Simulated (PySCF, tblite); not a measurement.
# C11H30Ge12: electronic excitations, NMR shifts

Wanted: electronic excitations, NMR shifts for C11H30Ge12.

Programs: tblite 0.8.0 and PySCF 2.14.0, with routines of our own; each step states its level. All values are computed. Atoms count from 0.

### Step 1. The starting structure

53 atoms, charge 0, multiplicity 1; geometry from: force field, distance geometry or constructed start.

### Step 2. Geometry optimisation with GFN2-xTB

The job: settings as JSON, then the geometry in Å.

```
{"job": {"kind": "relax", "xc": "GFN2-xTB", "basis": "xTB"}, "charge": 0, "multiplicity": 1}
C      1.634800    -0.418000    -2.310400
Ge     1.626700    -0.413600    -4.311900
C     -1.624700    -0.418500    -2.307800
C     -0.000700    -1.352800     0.346600
Ge    -1.630900    -0.417400    -4.301600
Ge    -0.003300    -1.357700    -1.646000
C      0.000100    -1.355500    -4.973700
C      1.633300    -0.413500     3.015900
Ge     1.632600    -0.418300     1.017800
C     -1.632700    -0.417000     3.016000
Ge    -1.632000    -0.417400     1.016100
Ge    -0.002500    -1.359200     3.679800
C     -0.003400    -3.238500     3.019400
Ge     0.002200    -3.239800     1.015500
C     -0.002200     2.411900    -2.308600
C      1.628000     1.466400     0.359100
Ge     1.630300     1.467700    -1.642500
C     -1.631000     1.462400     0.351800
Ge    -1.630500     1.467600    -1.640900
C      0.002800     2.407700     3.017100
Ge    -0.002300     2.410600     1.019700
Ge     1.629000     1.467300     3.679600
Ge    -1.626500     1.470400     3.686400
H      2.515700    -0.934300    -1.946900
H      2.879600    -1.134800    -4.814100
H      1.623800     1.025400    -4.812500
H     -2.519200    -0.927700    -1.946100
H     -2.879700    -1.136800    -4.813800
H     -1.629300     1.026700    -4.817000
H      0.001100    -2.799300    -2.150000
H      0.003600    -1.356600    -6.061500
H     -0.001900    -2.383600    -4.606800
H      2.518900    -0.929900     3.375800
H      2.881200    -1.138700     0.511900
H     -2.518700    -0.928200     3.374400
H     -2.878600    -1.135200     0.505300
H     -0.000800    -1.357100     5.205700
H      0.890900    -3.750600     3.375100
H     -0.888900    -3.757000     3.377600
H      1.244400    -3.957100     0.509400
H     -1.249300    -3.962800     0.512000
H      0.005900     3.428900    -1.941700
H      0.004900     2.407800    -3.402400
H      2.522500     1.979200     0.714300
H      2.875400     2.188800    -2.151000
H     -2.521800     1.981300     0.712700
H     -2.876700     2.187200    -2.154000
H     -0.000300     3.437100     3.380000
H      0.001600     3.849700     0.508400
H      2.881000     2.187800     3.171800
H      1.629000     1.458500     5.212900
H     -2.872500     2.188400     3.169500
H     -1.630300     1.465400     5.209900
```

Command:

```console
OMP_NUM_THREADS=4 python large_run.py task.json out
```

The driver reads the jobs from task.json and runs them one after another.

The program printed:

```text
step      E/eV     max force
  0   -1682.80177    0.663
  1   -1682.86763    0.370
  2   -1682.93546    0.345
  3   -1682.96159    0.254
  4   -1682.99237    0.218
  5   -1683.00614    0.159
  6   -1683.01425    0.122
  7   -1683.01864    0.116
  8   -1683.02280    0.098
  9   -1683.02574    0.079
 10   -1683.02786    0.084
 11   -1683.02993    0.079
 12   -1683.03283    0.097
 13   -1683.03631    0.120
 14   -1683.03924    0.095
 15   -1683.04102    0.075
 16   -1683.04229    0.066
 17   -1683.04369    0.053
 18   -1683.04524    0.070
 19   -1683.04657    0.057
 20   -1683.04753    0.057
 21   -1683.04842    0.049
 22   -1683.04947    0.057
 23   -1683.05053    0.056
 24   -1683.05135    0.053
 25   -1683.05192    0.048
 26   -1683.05247    0.042
 27   -1683.05317    0.058
 28   -1683.05396    0.068
 29   -1683.05461    0.049
 30   -1683.05510    0.043
 31   -1683.05559    0.041
 32   -1683.05620    0.049
 33   -1683.05687    0.057
 34   -1683.05741    0.041
 35   -1683.05780    0.040
 36   -1683.05814    0.040
 37   -1683.05850    0.031
 38   -1683.05883    0.029
 39   -1683.05907    0.025
 40   -1683.05927    0.028
 41   -1683.05948    0.027
 42   -1683.05972    0.037
 43   -1683.05993    0.033
 44   -1683.06008    0.020
 45   -1683.06021    0.021
 46   -1683.06034    0.022
 47   -1683.06049    0.030
 48   -1683.06063    0.029
 49   -1683.06074    0.019
```

It took 6.6 s on 4 threads of Arm Neoverse N1, shared host; peak memory 0.16 GiB.

The steps of the relaxation:

| step | energy from step 0 (eV) | largest force (eV/Å) |
| --- | --- | --- |
| 0 | 0.0000 | 0.6627 |
| 1 | -0.0659 | 0.3703 |
| 2 | -0.1337 | 0.3452 |
| 3 | -0.1598 | 0.2533 |
| 4 | -0.1906 | 0.2182 |
| 5 | -0.2044 | 0.1594 |
| 6 | -0.2125 | 0.1222 |
| 7 | -0.2169 | 0.1160 |
| 8 | -0.2210 | 0.0980 |
| 11 | -0.2282 | 0.0793 |
| 14 | -0.2375 | 0.0950 |
| 18 | -0.2435 | 0.0706 |
| 21 | -0.2467 | 0.0484 |
| 24 | -0.2496 | 0.0530 |
| 28 | -0.2522 | 0.0677 |
| 31 | -0.2538 | 0.0411 |
| 34 | -0.2556 | 0.0411 |
| 38 | -0.2571 | 0.0297 |
| 41 | -0.2577 | 0.0277 |
| 45 | -0.2584 | 0.0210 |
| 46 | -0.2586 | 0.0217 |
| 47 | -0.2587 | 0.0299 |
| 48 | -0.2589 | 0.0289 |
| 49 | -0.2590 | 0.0191 |

Close pairs (by a distance rule), those that changed most:

| bond | before (Å) | after (Å) | change (Å) |
| --- | --- | --- | --- |
| C3–Ge13 | 2.002 | 1.963 | -0.039 |
| C9–Ge22 | 2.003 | 1.966 | -0.037 |
| Ge4–C6 | 1.998 | 1.968 | -0.030 |
| C12–Ge13 | 2.004 | 1.975 | -0.029 |
| C7–Ge21 | 1.994 | 1.966 | -0.029 |
| C7–Ge11 | 2.003 | 1.975 | -0.028 |
| C19–Ge22 | 1.995 | 1.967 | -0.028 |
| C0–Ge1 | 2.002 | 1.974 | -0.027 |

The end geometry stands in the next job.

### Step 3. Electronic excitations: TDDFT PBE/def2-SVP

The job: settings as JSON, then the geometry in Å.

```
{"job": {"kind": "uv", "basis": "def2-SVP", "grid": 1, "kgrid": 0, "vcut": null, "nstates": 6, "ntriplets": 2, "tda": false, "delta": ["ip_vertical"], "pop": true, "xc": "PBE"}, "charge": 0, "multiplicity": 1}
C      1.602938    -0.418492    -2.342064
Ge     1.626561    -0.458813    -4.315656
C     -1.602577    -0.417694    -2.341844
C     -0.000072    -1.316907     0.352391
Ge    -1.626642    -0.458931    -4.315511
Ge    -0.000021    -1.325197    -1.629646
C      0.000092    -1.291996    -5.044872
C      1.593136    -0.383326     3.040249
Ge     1.594784    -0.382801     1.051065
C     -1.592923    -0.382866     3.039847
Ge    -1.594459    -0.381751     1.050841
Ge    -0.000289    -1.346828     3.697284
C     -0.000493    -3.193606     2.990873
Ge    -0.000620    -3.164496     1.015905
C      0.000848     2.358580    -2.356235
C      1.597222     1.460384     0.324557
Ge     1.604767     1.441240    -1.663535
C     -1.595762     1.461290     0.324000
Ge    -1.603410     1.442171    -1.663814
C      0.000562     2.380115     3.028208
Ge     0.000964     2.389383     1.037114
Ge     1.579690     1.451680     3.745462
Ge    -1.579132     1.452123     3.745207
H      2.486948    -0.931652    -1.964350
H      2.848740    -1.210494    -4.797146
H      1.771410     0.942016    -4.865135
H     -2.486552    -0.930812    -1.963998
H     -2.848997    -1.211260    -4.796085
H     -1.772173     0.941789    -4.865750
H     -0.000493    -2.791144    -2.097072
H     -0.000148    -1.205546    -6.130407
H     -0.000360    -2.352313    -4.793012
H      2.489905    -0.895698     3.387978
H      2.850541    -1.127848     0.569845
H     -2.489799    -0.894962     3.387564
H     -2.850586    -1.126543     0.569576
H     -0.000271    -1.351928     5.224872
H      0.876578    -3.723928     3.356147
H     -0.877590    -3.723948     3.356084
H      1.211064    -3.876805     0.454643
H     -1.213584    -3.875316     0.455161
H      0.000781     3.396613    -2.027028
H      0.000907     2.345630    -3.445071
H      2.491608     1.972427     0.678477
H      2.864331     2.151081    -2.167070
H     -2.489837     1.973515     0.678333
H     -2.862278     2.152440    -2.167670
H      0.000725     3.410897     3.380365
H      0.001376     3.844856     0.554182
H      2.859912     2.180153     3.374487
H      1.517136     1.420584     5.257457
H     -2.859102     2.180783     3.373970
H     -1.516852     1.420972     5.257123
```

Level: TDDFT PBE/def2-SVP, vertical, gas phase, core orbitals frozen in the response.

The program printed:

```text
start: PBE on a coarse grid of 198446 points
cycle   1  E = -25352.8292118444  dE = -4.253e+00  |g| = 2.185e+00  |ddm| = 8.639e+00
cycle   2  E = -25351.3754623596  dE =  1.454e+00  |g| = 3.355e+00  |ddm| = 5.232e+00
cycle   3  E = -25353.4469608038  dE = -2.071e+00  |g| = 6.179e-01  |ddm| = 4.045e+00
cycle   4  E = -25353.5524614414  dE = -1.055e-01  |g| = 1.324e-01  |ddm| = 9.955e-01
cycle   5  E = -25353.5551991071  dE = -2.738e-03  |g| = 8.579e-02  |ddm| = 2.810e-01
cycle   6  E = -25353.5571222831  dE = -1.923e-03  |g| = 1.916e-02  |ddm| = 1.212e-01
cycle   7  E = -25353.5572072838  dE = -8.500e-05  |g| = 7.243e-03  |ddm| = 3.247e-02
final grid: 198446 points
cycle   8  E = -25353.5571612965  dE =  4.599e-05  |g| = 1.590e-02  |ddm| = 2.978e-02
cycle   9  E = -25353.5568225886  dE =  3.387e-04  |g| = 3.787e-02  |ddm| = 7.026e-02
cycle  10  E = -25353.5572251087  dE = -4.025e-04  |g| = 3.034e-03  |ddm| = 5.094e-02
cycle  11  E = -25353.5572194719  dE =  5.637e-06  |g| = 6.016e-04  |ddm| = 4.142e-03
cycle  12  E = -25353.5572235235  dE = -4.052e-06  |g| = 9.082e-05  |ddm| = 8.231e-04
converged SCF energy = -25353.5572235235
Vertical ionisation energy (delta-SCF) = 7.5476 eV   <S^2> = 0.751

Static polarisability (au): isotropic 418.810, principal 364.298 384.078 508.054

Singlet excitations
state   eV       nm        f      main configurations
  1   5.5683    222.7   0.00093   H->L 0.98
  2   5.5803    222.2   0.00013   H->L+1 0.98
  3   5.6646    218.9   0.00458   H-1->L 0.98
  4   5.6713    218.6   0.00048   H->L+2 0.98
  5   5.6885    218.0   0.00097   H-2->L 0.93
  6   5.7011    217.5   0.00543   H-1->L+1 0.96

Triplet excitations (Tamm-Dancoff, eV): 5.4481 5.4976
```

Run time: 3.3 min. Hardware: 4 threads of Arm Neoverse N1, shared host; peak memory 3.2 GiB.

Frontier orbitals and where they lie:

| orbital | eV | atoms |
| --- | --- | --- |
| HOMO−4 | -6.43 | C0 12 %, C15 9 %, C17 7 % |
| HOMO−3 | -6.43 | C2 12 %, C12 12 %, C19 6 % |
| HOMO−2 | -6.04 | C3 10 %, C14 5 %, C17 5 % |
| HOMO−1 | -6.02 | C3 9 %, C7 7 %, C9 7 % |
| HOMO | -5.91 | C15 9 %, C17 9 %, C3 9 % |
| LUMO | -0.40 | Ge13 11 %, Ge8 10 %, Ge10 10 % |
| LUMO+1 | -0.37 | Ge8 9 %, Ge10 9 %, Ge4 8 % |
| LUMO+2 | -0.27 | Ge5 13 %, Ge8 9 %, Ge10 9 % |
| LUMO+3 | -0.22 | Ge22 11 %, Ge21 11 %, Ge18 8 % |

With each of the 6 states as a Gaussian band of 0.4 eV half-width at 1/e, the curve within the window shown has maxima at 219 nm (ε 500) L/(mol cm). Beyond the last state computed it falls off for lack of states. The curve at chosen wavelengths:

```csv
nm,ε (L/mol/cm)
207,261
209,323
210,353
212,408
214,454
215,472
217,496
219,503
220,500
222,483
224,453
225,434
227,390
229,341
231,291
232,266
234,219
236,177
237,157
239,123
241,94
242,82
244,61
246,45
247,38
249,28
```

Ground-state properties from the same run:

| property | computed |
| --- | --- |
| dipole moment (D) | 0.63 |
| polarisability (Å³) | 62.06 |
| HOMO–LUMO gap (eV) | 5.51 |
| −ε(HOMO) (eV) | 5.91 |

### Step 4. NMR shifts: GIAO KT3/pcSseg-1

Settings changed since step 3:

```diff
@@ -1,2 +1,2 @@
-{"job": {"kind": "uv", "basis": "def2-SVP", "grid": 1, "kgrid": 0, "vcut": null, "nstates": 6, "ntriplets": 2, "tda": false, "delta": ["ip_vertical"], "pop": true, "xc": "PBE"}, "charge": 0, "multiplicity": 1}
+{"job": {"kind": "nmr", "xc": "KT3", "basis": "pcSseg-1", "pop": false}, "charge": 0, "multiplicity": 1}
 C      1.602938    -0.418492    -2.342064
```

With the program's defaults for keys left out, this is: GIAO KT3/pcSseg-1 NMR shielding, non-relativistic, gas phase.

The program printed:

```text
start: PBE on a coarse grid of 198446 points
cycle   1  E = -25353.2080280656  dE = -4.701e+00  |g| = 3.859e+00  |ddm| = 8.599e+00
cycle   2  E = -25351.0637573511  dE =  2.144e+00  |g| = 5.143e+00  |ddm| = 5.897e+00
cycle   3  E = -25354.2593149817  dE = -3.196e+00  |g| = 8.674e-01  |ddm| = 4.677e+00
cycle   4  E = -25354.4302279891  dE = -1.709e-01  |g| = 3.958e-01  |ddm| = 1.489e+00
cycle   5  E = -25354.4626260641  dE = -3.240e-02  |g| = 1.414e-01  |ddm| = 6.890e-01
cycle   6  E = -25354.4677672907  dE = -5.141e-03  |g| = 3.938e-02  |ddm| = 2.210e-01
cycle   7  E = -25354.4681175683  dE = -3.503e-04  |g| = 1.401e-02  |ddm| = 6.278e-02
cycle   8  E = -25354.4681677704  dE = -5.020e-05  |g| = 4.233e-03  |ddm| = 2.178e-02
final grid: 389922 points
cycle   9  E = -25461.8972272815  dE = -1.154e-02  |g| = 1.641e+00  |ddm| = 1.544e+00
cycle  10  E = -25461.7649701928  dE =  1.323e-01  |g| = 2.079e+00  |ddm| = 1.990e+00
cycle  11  E = -25462.0598429115  dE = -2.949e-01  |g| = 1.317e-01  |ddm| = 1.204e+00
cycle  12  E = -25462.0635503609  dE = -3.707e-03  |g| = 4.931e-02  |ddm| = 2.599e-01
cycle  13  E = -25462.0640733807  dE = -5.230e-04  |g| = 2.515e-02  |ddm| = 1.034e-01
cycle  14  E = -25462.0642535551  dE = -1.802e-04  |g| = 3.753e-03  |ddm| = 3.420e-02
cycle  15  E = -25462.0642537504  dE = -1.953e-07  |g| = 1.527e-03  |ddm| = 7.711e-03
cycle  16  E = -25462.0642530687  dE =  6.817e-07  |g| = 3.730e-04  |ddm| = 2.385e-03
cycle  17  E = -25462.0642525848  dE =  4.839e-07  |g| = 1.975e-04  |ddm| = 7.838e-04
cycle  18  E = -25462.0642550579  dE = -2.473e-06  |g| = 4.173e-05  |ddm| = 2.466e-04
converged SCF energy = -25462.0642550579

GIAO shielding tensors (ppm)
atom      isotropic    diamagn.    paramagn.     s11        s22        s33       span
  0 C      190.300     258.846     -68.546    181.576    189.739    199.586     18.010
  1 Ge    1446.613    2757.387   -1310.774   1342.859   1438.268   1558.711    215.853
  2 C      190.292     258.853     -68.561    181.563    189.712    199.600     18.037
  3 C      193.551     262.724     -69.173    183.069    186.996    210.588     27.519
  4 Ge    1446.542    2757.387   -1310.846   1342.751   1438.202   1558.672    215.921
  5 Ge    1365.166    2759.038   -1393.872   1317.360   1371.451   1406.688     89.328
  6 C      193.002     259.273     -66.271    186.578    188.814    203.615     17.037
  7 C      185.416     257.291     -71.875    177.669    182.768    195.811     18.142
  8 Ge    1370.395    2759.611   -1389.217   1308.399   1369.390   1433.396    124.997
  9 C      185.440     257.297     -71.857    177.710    182.780    195.830     18.120
 10 Ge    1370.362    2759.612   -1389.250   1308.369   1369.299   1433.419    125.050
 11 Ge    1373.858    2758.425   -1384.568   1289.177   1405.843   1426.554    137.377
 12 C      184.009     256.130     -72.121    177.734    181.658    192.635     14.901
 13 Ge    1438.216    2760.344   -1322.127   1334.775   1417.309   1562.566    227.791
 14 C      189.460     259.827     -70.367    185.602    187.233    195.547      9.945
 15 C      183.144     259.157     -76.013    169.581    180.567    199.283     29.702
 16 Ge    1360.005    2758.498   -1398.493   1281.495   1389.813   1408.707    127.213
 17 C      183.168     259.153     -75.985    169.611    180.597    199.297     29.687
 18 Ge    1360.017    2758.497   -1398.480   1281.640   1389.749   1408.663    127.023
 19 C      188.647     258.537     -69.891    176.492    183.814    205.634     29.142
 20 Ge    1376.239    2759.328   -1383.089   1299.547   1407.041   1422.128    122.581
 21 Ge    1447.055    2757.276   -1310.220   1389.703   1415.554   1535.909    146.206
 22 Ge    1447.074    2757.274   -1310.200   1389.746   1415.586   1535.891    146.145
 23 H       31.135      35.344      -4.208     22.970     31.574     38.863     15.892
 24 H       27.349      28.497      -1.149     19.236     21.828     40.982     21.746
 25 H       27.783      29.407      -1.624     20.358     25.177     37.813     17.455
 26 H       31.135      35.347      -4.213     22.968     31.577     38.859     15.892
 27 H       27.346      28.496      -1.150     19.235     21.829     40.974     21.739
 28 H       27.779      29.402      -1.623     20.357     25.169     37.811     17.454
 29 H       26.645      34.298      -7.653     16.883     25.636     37.416     20.533
 30 H       31.846      25.827       6.019     24.684     27.500     43.355     18.671
 31 H       31.219      32.269      -1.050     26.248     28.819     38.590     12.341
 32 H       31.625      33.364      -1.740     25.567     27.127     42.180     16.613
 33 H       26.401      34.139      -7.738     18.733     22.946     37.524     18.791
 34 H       31.625      33.357      -1.732     25.570     27.124     42.182     16.612
 35 H       26.399      34.136      -7.737     18.730     22.947     37.519     18.789
 36 H       26.915      30.785      -3.870     18.882     21.769     40.094     21.211
 37 H       31.366      29.791       1.575     25.023     27.616     41.459     16.435
 38 H       31.365      29.790       1.576     25.021     27.616     41.459     16.439
 39 H       27.590      32.019      -4.429     19.721     23.834     39.216     19.495
 40 H       27.590      32.019      -4.429     19.724     23.835     39.211     19.487
 41 H       31.181      33.349      -2.169     24.920     28.461     40.161     15.241
 42 H       31.051      33.687      -2.636     25.548     28.219     39.384     13.836
 43 H       31.037      35.208      -4.172     22.995     29.880     40.235     17.240
 44 H       26.610      31.307      -4.697     18.298     21.419     40.113     21.815
 45 H       31.038      35.205      -4.167     22.996     29.881     40.237     17.241
 46 H       26.613      31.311      -4.699     18.301     21.418     40.120     21.819
 47 H       31.624      31.968      -0.344     24.875     26.682     43.314     18.439
 48 H       26.347      32.504      -6.158     17.341     22.976     38.723     21.382
 49 H       27.124      29.587      -2.464     19.365     22.682     39.324     19.958
 50 H       27.522      30.134      -2.612     20.417     21.530     40.619     20.201
 51 H       27.124      29.587      -2.463     19.364     22.682     39.325     19.961
 52 H       27.523      30.135      -2.612     20.418     21.531     40.621     20.203
```

It took 2.1 min on 4 threads of Arm Neoverse N1, shared host; peak memory 2.9 GiB.

Shifts follow as δ = σ(reference) − σ, with reference shieldings (ppm) from runs at the same level and on the same kind of geometry: 1H TMS 31.76, 13C TMS 184.7. The references are single molecules in the gas phase. Atoms listed in one row are averaged.

| atoms | environment | σ (ppm) | δ (ppm) |
| --- | --- | --- | --- |
| C15, C17 | carbon bonded to 3 Ge, H | 183.2 | 1.6 |
| C12 | carbon bonded to 2 Ge, 2 H | 184.0 | 0.7 |
| C7, C9 | carbon bonded to 3 Ge, H | 185.4 | -0.7 |
| C19 | carbon bonded to 3 Ge, H | 188.6 | -3.9 |
| C14 | carbon bonded to 2 Ge, 2 H | 189.5 | -4.7 |
| C0, C2 | carbon bonded to 3 Ge, H | 190.3 | -5.6 |
| C6 | carbon bonded to 2 Ge, 2 H | 193.0 | -8.3 |
| C3 | carbon bonded to 4 Ge | 193.6 | -8.8 |
| H48 | hydrogen on a germanium bonded to 3 C | 26.35 | 5.41 |
| H33, H35 | hydrogen on a germanium bonded to 3 C | 26.40 | 5.36 |
| H44, H46 | hydrogen on a germanium bonded to 3 C | 26.61 | 5.15 |
| H29 | hydrogen on a germanium bonded to 3 C | 26.64 | 5.12 |
| H36 | hydrogen on a germanium bonded to 3 C | 26.91 | 4.85 |
| H49, H51 | hydrogen on a germanium bonded to 2 C | 27.12 | 4.64 |
| H24, H27 | hydrogen on a germanium bonded to 2 C | 27.35 | 4.41 |
| H50, H52 | hydrogen on a germanium bonded to 2 C | 27.52 | 4.24 |
| H39, H40 | hydrogen on a germanium bonded to 2 C | 27.59 | 4.17 |
| H25, H28 | hydrogen on a germanium bonded to 2 C | 27.78 | 3.98 |
| H43, H45 | hydrogen on a carbon bonded to 3 Ge | 31.04 | 0.72 |
| H42 | hydrogen on a carbon bonded to 2 Ge | 31.05 | 0.71 |
| H23, H26 | hydrogen on a carbon bonded to 3 Ge | 31.14 | 0.62 |
| H41 | hydrogen on a carbon bonded to 2 Ge | 31.18 | 0.58 |
| H31 | hydrogen on a carbon bonded to 2 Ge | 31.22 | 0.54 |
| H37, H38 | hydrogen on a carbon bonded to 2 Ge | 31.37 | 0.39 |
| H47 | hydrogen on a carbon bonded to 3 Ge | 31.62 | 0.14 |
| H32, H34 | hydrogen on a carbon bonded to 3 Ge | 31.62 | 0.14 |
| H30 | hydrogen on a carbon bonded to 2 Ge | 31.85 | -0.09 |
| Ge16, Ge18 | germanium bonded to 3 C, H | 1360 | – |
| Ge5 | germanium bonded to 3 C, H | 1365 | – |
| Ge8, Ge10 | germanium bonded to 3 C, H | 1370 | – |
| Ge11 | germanium bonded to 3 C, H | 1374 | – |
| Ge20 | germanium bonded to 3 C, H | 1376 | – |
| Ge13 | germanium bonded to 2 C, 2 H | 1438 | – |
| Ge1, Ge4 | germanium bonded to 2 C, 2 H | 1447 | – |
| Ge21, Ge22 | germanium bonded to 2 C, 2 H | 1447 | – |

Ring of atoms C0, Ge1, C2, Ge4, Ge5, C6: NICS(0) -2.5, NICS(1) -2.0, NICS(1)zz 5.7 ppm (means of both faces).

Ring of atoms C0, C2, Ge5, C14, Ge16, Ge18: NICS(0) -1.9, NICS(1) -1.4, NICS(1)zz 0.5 ppm (means of both faces).

Ring of atoms C0, C3, Ge5, Ge8, C15, Ge16: NICS(0) -2.0, NICS(1) -1.6, NICS(1)zz 4.9 ppm (means of both faces).

### Step 5. Summary of results

| quantity | value |
| --- | --- |
| lowest singlet (PBE/def2-SVP) | 5.57 eV (223 nm), f = 0.001 |
| brightest single state of those computed | state 6, 5.70 eV, f = 0.005 |
| lowest triplet | 5.45 eV |
| 13C shifts against TMS (KT3/pcSseg-1, means over atoms taken as alike) | 1.6, 0.7, -0.7, -3.9, -4.7, -5.6, -8.3, -8.8 ppm |
| 1H shifts against TMS (KT3/pcSseg-1, means over atoms taken as alike) | 5.41, 5.36, 5.15, 5.12, 4.85, 4.64, 4.41, 4.24, 4.17, 3.98, 0.72, 0.71, 0.62, 0.58 ppm and more |
| shieldings of Ge (KT3/pcSseg-1, a mean where the table joins atoms) | Ge16 1360.0, Ge5 1365.2, Ge8 1370.4, Ge11 1373.9, Ge20 1376.2, Ge13 1438.2, Ge1 1446.6, Ge21 1447.1 ppm |

What this shows: The lowest singlet, at 5.57 eV, is HOMO→LUMO 0.98 and is dark; of the 6 states computed, the strongest absorption comes from states 3 to 6 together at 5.70 eV (the last computed, so partners may be missing). The lowest triplet lies 0.12 eV below the lowest singlet (triplets in Tamm-Dancoff, singlets in full TDDFT). At KT3/pcSseg-1: Shielding is most anisotropic at Ge13 (span 228 ppm, paramagnetic term -1322 ppm).
